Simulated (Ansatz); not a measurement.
# Ta3I: the cost of one run

Program: Ansatz 0.2.0. Level of theory: DFT PBE, scalar-relativistic, plane waves, PAW. These are calculated values, not measurements.

### Step 1. The starting structure

It takes space group Im-3m (No. 229, cubic). The conventional cell has a = 6.115 Å, b = 6.115 Å, c = 6.115 Å, α = 90.00°, β = 90.00°, γ = 90.00°. Ta (site symmetry 4/mmm) has 4 Ta at 3.06 Å and 2 I at 3.06 Å as nearest neighbours. I (site symmetry m-3m) has 6 Ta at 3.06 Å as nearest neighbours.

Coordinates:

```
Ta I
1.0
    -3.05772    3.05772    3.05772
     3.05772   -3.05772    3.05772
     3.05772    3.05772   -3.05772
Ta I
3 1
Direct
  0.00000 0.50000 0.50000
  0.50000 0.00000 0.50000
  0.50000 0.50000 0.00000
  0.00000 0.00000 0.00000
```

Recipe of the guess: random cell by space group and Wyckoff sites (Im-3m, No. 229). Lengths come from tabulated atomic sizes and are only a guess.

### Step 2. The guess as it stands, on a coarse mesh

input.yaml reads:

```yaml
crystal:
  lattice:
    - [-3.0577239, 3.0577239, 3.0577239]
    - [3.0577239, -3.0577239, 3.0577239]
    - [3.0577239, 3.0577239, -3.0577239]
  atoms:
    - { symbol: Ta, position: [0.0, 0.5, 0.5] }
    - { symbol: Ta, position: [0.5, 0.0, 0.5] }
    - { symbol: Ta, position: [0.5, 0.5, 0.0] }
    - { symbol: I, position: [0.0, 0.0, 0.0] }
basis:
  ecutwfc: 420
kpoints:
  mp_grid: { grid: [4, 4, 4] }
hamiltonian:
  xc: pbe
scf:
  occupations: { method: gaussian, width: 0.1 }
  lower_state_search: "off"
output:
  forces: true
  stress: true
  eigenvalues: true
```

Launch:

```
$ ansatz run input.yaml --threads 1 --pin off --max-ram 2048MiB --backend cpu --events-out ev --progress --plain --runs-dir out
```

Q: Estimate wall time and peak memory on 1 thread of Arm Neoverse V2, shared host.

About 1.9 s, with a peak of 0.34 GiB.
